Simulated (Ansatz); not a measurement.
# F3H3InP: one species, many methods

One table from this session's results is given with a row withheld; the runs are named, their logs left out.

Program: Ansatz 0.2.0, Gaussian basis. Level of theory: functionals in def2-TZVPP, the program's frozen cores in correlated methods. These are calculated values, not measurements.

Levels to be run: LDA (SPW92), PBE-D4, revPBE-D4, BLYP-D4, r2SCAN-D4, B97M-V, PBE0-D4, B3LYP-D4, r2SCANh-D4, r2SCAN0-D4, HSE06-D4, BHLYP-D4, CAM-B3LYP-D4, LC-ωPBE, ωB97X-V, ωB97M-V, B2PLYP, PBE-QIDH; CCSD(T)/def2-SVP; CCSD(T)/def2-TZVPP; MP2/def2-QZVPP; extrapolation to the limit; RPA on PBE.

## The geometry

An earlier PBE0-D4 in a triple-zeta def2 set relaxation fixed the geometry. In takes the def2 core potential; no spin-orbit term is included.

8 atoms, charge 0, spin multiplicity 1.

Atoms are counted from 1 here; the program's logs count them from 0.

Bond lengths: F1–P2 1.568 Å, P2–F3 1.566 Å, P2–F4 1.597 Å, In5–H6 1.722 Å, In5–H7 1.721 Å, In5–H8 1.734 Å. Angles: F1–P2–F3 97.8°, F1–P2–F4 96.3°, F3–P2–F4 96.9°, H6–In5–H7 121.7°, H6–In5–H8 119.0°, H7–In5–H8 119.2°.

Set-up of the first run:

Contents of in.yaml:

```yaml
crystal:
  periodic: [false, false, false]
  atoms:
    - {symbol: F, position_ang: [1.840261, -2.064320, 1.562554]}
    - {symbol: P, position_ang: [0.446014, -1.572517, 1.039481]}
    - {symbol: F, position_ang: [0.499701, -2.247777, -0.372487]}
    - {symbol: F, position_ang: [0.932636, -0.123914, 0.577299]}
    - {symbol: In, position_ang: [-0.904318, 1.503639, -0.696596]}
    - {symbol: H, position_ang: [-0.841629, 2.770069, 0.469096]}
    - {symbol: H, position_ang: [-0.074828, 1.615832, -2.200204]}
    - {symbol: H, position_ang: [-1.897837, 0.118978, -0.379143]}
basis:
  gaussian: {orbitals: def2-TZVPP}
hamiltonian: {xc: lda}
output: {orbitals: {seedname: orbitals}}
```

Started as:

```
$ ansatz run in.yaml --threads 4 --pin off --events-out ev --progress --plain --max-ram 10444MiB
```

Steps of the session up to this table: LDA; PBE-D4 (GGA); revPBE-D4 (GGA); BLYP-D4 (GGA); r2SCAN-D4 (meta-GGA); B97M-V (meta-GGA); PBE0-D4 (hybrid); B3LYP-D4 (hybrid); r2SCANh-D4 (hybrid); r2SCAN0-D4 (hybrid); HSE06-D4 (hybrid); BHLYP-D4 (hybrid); CAM-B3LYP-D4 (range-separated); LC-ωPBE (range-separated); ωB97X-V (range-separated); ωB97M-V (range-separated); B2PLYP (double hybrid); PBE-QIDH (double hybrid).

One of the session's tables, all rows but one given; the rest of the session is left out.

It belongs to the step «Frontier levels by functional». 

```
  functional  HOMO (eV)  LUMO (eV)  gap (eV)
 LDA (SPW92)      -7.00      -2.63      4.37
      PBE-D4      -6.90      -2.31      4.59
   revPBE-D4      -6.85      -2.17      4.68
     BLYP-D4      -6.81      -2.25      4.55
   r2SCAN-D4      -7.20      -2.02      5.18
      B97M-V      -7.28      -2.27      5.02
     PBE0-D4      -8.09      -1.54      6.55
    B3LYP-D4      -7.91      -1.80      6.11
  r2SCANh-D4      -7.64      -1.75      5.88
  r2SCAN0-D4      -8.29      -1.36      6.93
    HSE06-D4      -7.69      -1.90      5.79
    BHLYP-D4      -9.22      -0.83      8.39
CAM-B3LYP-D4          ?          ?         ?
     LC-ωPBE     -10.80       0.45     11.25
     ωB97X-V     -10.46       0.31     10.78
     ωB97M-V     -10.29       0.02     10.30
```

Q: Estimate the row for CAM-B3LYP-D4 from the others.

As computed: HOMO (eV): -9.46; LUMO (eV): -0.69; gap (eV): 8.77. In the column «HOMO (eV)» it lies between ωB97M-V (-10.29) and BHLYP-D4 (-9.22).
